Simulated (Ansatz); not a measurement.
**CH₅F₃Si₂: how energies converge with the basis set**

The task here is to estimate one member of a computed series from the others.

The runs use Ansatz 0.2.0, Gaussian basis; one geometry, several basis sets.

The runs, in order: PBE0-D4/def2-SVP; ωB97M-V/def2-SVP; PBE0-D4/def2-QZVPP; ωB97M-V/def2-QZVPP; the functionals' def2-TZVPP values are taken from earlier runs.

### The geometry

All runs share one geometry, relaxed beforehand with PBE0-D4 in a triple-zeta def2 set.

SMILES `C[SiH2][Si](F)(F)F`, 11 atoms, charge 0, spin multiplicity 1.

Atoms are counted from 1 here; the program's logs count them from 0.

Bond lengths: C1–Si2 1.871 Å, C1–H7 1.092 Å, C1–H8 1.092 Å, C1–H9 1.092 Å, Si2–Si3 2.331 Å, Si2–H10 1.487 Å, Si2–H11 1.487 Å, Si3–F4 1.585 Å, Si3–F5 1.583 Å, Si3–F6 1.585 Å. Angles: Si2–C1–H7 110.4°, Si2–C1–H8 110.8°, Si2–C1–H9 110.8°, H7–C1–H8 108.3°, H7–C1–H9 108.3°, H8–C1–H9 108.3°, C1–Si2–Si3 110.0°, C1–Si2–H10 111.8°, C1–Si2–H11 111.8°, Si3–Si2–H10 107.2°, Si3–Si2–H11 107.2°, H10–Si2–H11 108.7°, Si2–Si3–F4 111.8°, Si2–Si3–F5 113.0°, Si2–Si3–F6 111.8°, F4–Si3–F5 106.7°, F4–Si3–F6 106.3°, F5–Si3–F6 106.7°.

As a file:

```
C    -0.08038   -1.20873    1.25465
Si    0.80730   -0.37103   -0.16372
Si   -0.50311    1.35772   -1.01618
F    -1.90264    0.83126   -1.54219
F     0.18193    2.11579   -2.22529
F    -0.82348    2.45175    0.08518
H     0.52940   -2.01941    1.65906
H    -1.03151   -1.62914    0.92205
H    -0.28228   -0.49845    2.05886
H     2.09752    0.22766    0.27016
H     1.07276   -1.31462   -1.28198
```

The first run:

Input file in.yaml:

```yaml
crystal:
  periodic: [false, false, false]
  atoms:
    - {symbol: C, position_ang: [-0.080385, -1.208729, 1.254647]}
    - {symbol: Si, position_ang: [0.807304, -0.371029, -0.163722]}
    - {symbol: Si, position_ang: [-0.503115, 1.357722, -1.016176]}
    - {symbol: F, position_ang: [-1.902641, 0.831257, -1.542193]}
    - {symbol: F, position_ang: [0.181930, 2.115793, -2.225289]}
    - {symbol: F, position_ang: [-0.823483, 2.451753, 0.085178]}
    - {symbol: H, position_ang: [0.529400, -2.019414, 1.659063]}
    - {symbol: H, position_ang: [-1.031513, -1.629139, 0.922052]}
    - {symbol: H, position_ang: [-0.282278, -0.498455, 2.058858]}
    - {symbol: H, position_ang: [2.097519, 0.227662, 0.270163]}
    - {symbol: H, position_ang: [1.072762, -1.314621, -1.281981]}
basis:
  gaussian: {orbitals: def2-SVP}
hamiltonian: {xc: pbe0, dispersion: d4}
output: {orbitals: {seedname: orbitals}}
```

Among the steps run: PBE0-D4 in def2-SVP; ωB97M-V in def2-SVP; PBE0-D4 in def2-QZVPP; ωB97M-V in def2-QZVPP.

One table of the session follows, with a row left open; its other results are not shown here.

It belongs to the step «Functionals by basis». 

```
functional       basis  HOMO (eV)  LUMO (eV)
   PBE0-D4    def2-SVP      -8.92      -0.03
   PBE0-D4  def2-TZVPP      -8.96      -0.36
   PBE0-D4  def2-QZVPP      -8.98      -0.48
   ωB97M-V    def2-SVP          ?          ?
   ωB97M-V  def2-TZVPP     -11.05       1.31
   ωB97M-V  def2-QZVPP     -11.07       0.99
```

Estimate the missing values for ωB97M-V, def2-SVP.

As computed: HOMO (eV): -10.98; LUMO (eV): 1.82. In the column «HOMO (eV)» it lies between ωB97M-V, def2-TZVPP (-11.05) and PBE0-D4, def2-QZVPP (-8.98).
